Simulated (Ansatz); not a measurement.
# CH₈Al₂OSi: how energies converge with the basis set

One table from this session's results is given with a row withheld; the runs are named, their logs left out.

Method: one geometry, several basis sets; program: Ansatz 0.2.0, Gaussian basis.

The runs, in order: PBE0-D4/def2-SVP; ωB97M-V/def2-SVP; PBE0-D4/def2-QZVPP; ωB97M-V/def2-QZVPP; the functionals' def2-TZVPP values are taken from earlier runs.

## Structure used throughout

All runs share one geometry, relaxed beforehand with PBE0-D4 in a triple-zeta def2 set.

13 atoms, charge 0, spin multiplicity 1.

Atoms are counted from 1 here; the program's logs count them from 0.

Bond lengths: O1–Si2 1.725 Å, O1–Al5 2.008 Å, O1–H6 0.962 Å, Si2–C3 1.825 Å, Si2–H7 1.485 Å, Si2–H8 1.488 Å, C3–Al4 2.017 Å, C3–H9 1.094 Å, C3–H10 1.099 Å, Al4–Al5 2.571 Å, Al4–H11 1.598 Å, Al5–H12 1.601 Å, Al5–H13 1.602 Å. Angles: Si2–O1–Al5 127.5°, Si2–O1–H6 116.3°, Al5–O1–H6 115.6°, O1–Si2–C3 106.7°, O1–Si2–H7 106.4°, O1–Si2–H8 102.5°, C3–Si2–H7 112.6°, C3–Si2–H8 118.6°, H7–Si2–H8 108.9°, Si2–C3–Al4 110.4°, Si2–C3–H9 111.3°, Si2–C3–H10 110.4°, Al4–C3–H9 112.2°, Al4–C3–H10 104.9°, H9–C3–H10 107.5°, C3–Al4–Al5 102.1°, C3–Al4–H11 113.3°, Al5–Al4–H11 144.6° and more.

The first run:

File in.yaml:

```yaml
crystal:
  periodic: [false, false, false]
  atoms:
    - {symbol: O, position_ang: [0.563733, 1.232280, -0.237107]}
    - {symbol: Si, position_ang: [1.446059, -0.207546, 0.114977]}
    - {symbol: C, position_ang: [0.247776, -1.404072, 0.794618]}
    - {symbol: Al, position_ang: [-1.603383, -1.022728, 0.089320]}
    - {symbol: Al, position_ang: [-1.360755, 1.380617, -0.789896]}
    - {symbol: H, position_ang: [1.078813, 2.041744, -0.302132]}
    - {symbol: H, position_ang: [2.039856, -0.660000, -1.168883]}
    - {symbol: H, position_ang: [2.533958, 0.290341, 0.998906]}
    - {symbol: H, position_ang: [0.560135, -2.434152, 0.598807]}
    - {symbol: H, position_ang: [0.165221, -1.286178, 1.883913]}
    - {symbol: H, position_ang: [-2.617549, -2.241247, 0.286320]}
    - {symbol: H, position_ang: [-1.809133, 2.627693, 0.109140]}
    - {symbol: H, position_ang: [-1.224228, 1.648346, -2.363083]}
basis:
  gaussian: {orbitals: def2-SVP}
hamiltonian: {xc: pbe0, dispersion: d4}
output: {orbitals: {seedname: orbitals}}
```

Steps of the session up to this table: PBE0-D4 in def2-SVP; ωB97M-V in def2-SVP; PBE0-D4 in def2-QZVPP; ωB97M-V in def2-QZVPP.

One of the session's tables, all rows but one given; the rest of the session is left out.

It belongs to the step «Density functionals: the series». 

| functional | basis | HOMO (eV) | LUMO (eV) |
| --- | --- | --- | --- |
| PBE0-D4 | def2-SVP | -6.11 | -1.58 |
| PBE0-D4 | def2-TZVPP | -6.11 | -1.61 |
| PBE0-D4 | def2-QZVPP | -6.11 | -1.63 |
| ωB97M-V | def2-SVP | -7.99 | 0.14 |
| ωB97M-V | def2-TZVPP | ? | ? |
| ωB97M-V | def2-QZVPP | -8.03 | -0.09 |

**Question.** Estimate the row for ωB97M-V, def2-TZVPP.

As computed: HOMO (eV): -8.02; LUMO (eV): 0.02. In the column «HOMO (eV)» it lies between ωB97M-V, def2-QZVPP (-8.03) and ωB97M-V, def2-SVP (-7.99).
